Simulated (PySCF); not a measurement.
# I: excitation energy in aug-cc-pwCVTZ-DK3 plus 1 even-tempered diffuse shell per l

Each state of iodine is computed at each level; their differences give the excitation energy. How far do the methods differ?

The numbers are computed with PySCF 2.14.0 (unrestricted determinants in a Gaussian basis, no spin-orbit coupling in the energies), except any that are marked as measured or tabulated.

**1. What is computed**

| Item | Value |
| --- | --- |
| Element | iodine (Z = 53) |
| Basis | aug-cc-pwCVTZ-DK3 with one added diffuse shell each of s, p, d, f type (11s10p8d5f1g, 125 functions) |
| Hamiltonian | the spin-free X2C one-electron Hamiltonian (Gaussian nucleus) |
| State 1 | I: [Kr] 4d10 5s1 5p5 6s1, high-spin 4P determinant (an excited configuration) |
| Needed too, but not shown | I [Kr] 4d10 5s2 5p5 (2P) |
| Methods | UHF, LDA, PBE, PBE0, r2SCAN, TPSSh, B97-3, LC-wPBE, MP2 |
| Core shells frozen in the correlated runs | valence: [Kr] 4d10; valence and next inner shell: [Ar] 3d10 (for I) |

The outer shells:

I [Kr] 4d10 5s1 5p5 6s1
```
[Kr] core
4d [↑↓][↑↓][↑↓][↑↓][↑↓]
5s [↑ ]
5p [↑↓][↑↓][↑ ]
6s [↑ ]
```

One driver process ran all states and methods and kept the integrals in memory. Each run is shown as a PySCF script that sums up its settings (the driver passes frozen orbitals as a list and adds second-order terms of double hybrids); the logs are those of the runs themselves. The driver starts from symmetry-adapted Hartree-Fock orbitals, holds the occupation by maximum overlap and uses a logarithmic radial grid for functionals, so a plain start would take other cycles.

The integrals over 125 functions and the set-up took 20 s of CPU time.

**2. I [Kr] 4d10 5s1 5p5 6s1: the ladder of methods**

Level: UHF.

input.py

```python
from pyscf import gto, scf, dft, mp, cc
import basis_set_exchange as bse
mol = gto.M(atom="I 0 0 0", charge=0, spin=3, symmetry="D2h",
            basis=gto.basis.parse(bse.get_basis("aug-cc-pwCVTZ-DK3", elements=["I"], fmt="nwchem", augment_diffuse=1)),
            nucmod="G")
mf = scf.UHF(mol).sfx2c1e()
mf.irrep_nelec = {'Ag': (10, 8), 'B1g': (2, 2), 'B2g': (2, 2), 'B3g': (2, 2), 'B1u': (4, 4), 'B2u': (4, 4), 'B3u': (4, 3)}
mf.kernel()
```

Level: LDA.

input.py, as changed from the run before:

```diff
@@ -5,3 +5,3 @@
             nucmod="G")
-mf = scf.UHF(mol).sfx2c1e()
+mf = dft.UKS(mol, xc="LDA,VWN").sfx2c1e()
 mf.irrep_nelec = {'Ag': (10, 8), 'B1g': (2, 2), 'B2g': (2, 2), 'B3g': (2, 2), 'B1u': (4, 4), 'B2u': (4, 4), 'B3u': (4, 3)}
```

Level: PBE.

input.py, as changed from the run before:

```diff
@@ -5,3 +5,3 @@
             nucmod="G")
-mf = dft.UKS(mol, xc="LDA,VWN").sfx2c1e()
+mf = dft.UKS(mol, xc="PBE").sfx2c1e()
 mf.irrep_nelec = {'Ag': (10, 8), 'B1g': (2, 2), 'B2g': (2, 2), 'B3g': (2, 2), 'B1u': (4, 4), 'B2u': (4, 4), 'B3u': (4, 3)}
```

Level: PBE0.

input.py, as changed from the run before:

```diff
@@ -5,3 +5,3 @@
             nucmod="G")
-mf = dft.UKS(mol, xc="PBE").sfx2c1e()
+mf = dft.UKS(mol, xc="PBE0").sfx2c1e()
 mf.irrep_nelec = {'Ag': (10, 8), 'B1g': (2, 2), 'B2g': (2, 2), 'B3g': (2, 2), 'B1u': (4, 4), 'B2u': (4, 4), 'B3u': (4, 3)}
```

Level: r2SCAN.

input.py, as changed from the run before:

```diff
@@ -5,3 +5,3 @@
             nucmod="G")
-mf = dft.UKS(mol, xc="PBE0").sfx2c1e()
+mf = dft.UKS(mol, xc="R2SCAN").sfx2c1e()
 mf.irrep_nelec = {'Ag': (10, 8), 'B1g': (2, 2), 'B2g': (2, 2), 'B3g': (2, 2), 'B1u': (4, 4), 'B2u': (4, 4), 'B3u': (4, 3)}
```

Level: TPSSh.

input.py, as changed from the run before:

```diff
@@ -5,3 +5,3 @@
             nucmod="G")
-mf = dft.UKS(mol, xc="R2SCAN").sfx2c1e()
+mf = dft.UKS(mol, xc="TPSSH").sfx2c1e()
 mf.irrep_nelec = {'Ag': (10, 8), 'B1g': (2, 2), 'B2g': (2, 2), 'B3g': (2, 2), 'B1u': (4, 4), 'B2u': (4, 4), 'B3u': (4, 3)}
```

Level: B97-3.

input.py, as changed from the run before:

```diff
@@ -5,3 +5,3 @@
             nucmod="G")
-mf = dft.UKS(mol, xc="TPSSH").sfx2c1e()
+mf = dft.UKS(mol, xc="HYB_GGA_XC_B97_3").sfx2c1e()
 mf.irrep_nelec = {'Ag': (10, 8), 'B1g': (2, 2), 'B2g': (2, 2), 'B3g': (2, 2), 'B1u': (4, 4), 'B2u': (4, 4), 'B3u': (4, 3)}
```

Level: LC-wPBE.

input.py, as changed from the run before:

```diff
@@ -5,3 +5,3 @@
             nucmod="G")
-mf = dft.UKS(mol, xc="HYB_GGA_XC_B97_3").sfx2c1e()
+mf = dft.UKS(mol, xc="LC_WPBE").sfx2c1e()
 mf.irrep_nelec = {'Ag': (10, 8), 'B1g': (2, 2), 'B2g': (2, 2), 'B3g': (2, 2), 'B1u': (4, 4), 'B2u': (4, 4), 'B3u': (4, 3)}
```

Level: MP2 (valence).

input.py, as changed from the run before:

```diff
@@ -5,4 +5,5 @@
             nucmod="G")
-mf = dft.UKS(mol, xc="LC_WPBE").sfx2c1e()
+mf = scf.UHF(mol).sfx2c1e()
 mf.irrep_nelec = {'Ag': (10, 8), 'B1g': (2, 2), 'B2g': (2, 2), 'B3g': (2, 2), 'B1u': (4, 4), 'B2u': (4, 4), 'B3u': (4, 3)}
 mf.kernel()
+mp.UMP2(mf, frozen=23).kernel()
```

**3. I [Kr] 4d10 5s1 5p5 6s1, continued**

Level: MP2 (valence and next inner shell).

Edit input.py of step 2 so:

```diff
@@ -8,2 +8,2 @@
 mf.kernel()
-mp.UMP2(mf, frozen=23).kernel()
+mp.UMP2(mf, frozen=14).kernel()
```

**Question.** What will these runs give?

As calculated:

| quantity | value |
| --- | --- |
| excitation energy, I → [Kr] 4d10 5s1 5p5 6s1 | UHF 18.216, MP2 (valence and next inner shell) 17.028 eV |

What this shows: The methods span 1.751 eV, from SCS-MP2 (valence and next inner shell) (16.822) to LC-wPBE (18.573). No reference value is at hand in this session. All values hold for this basis alone; no basis-set limit was taken.
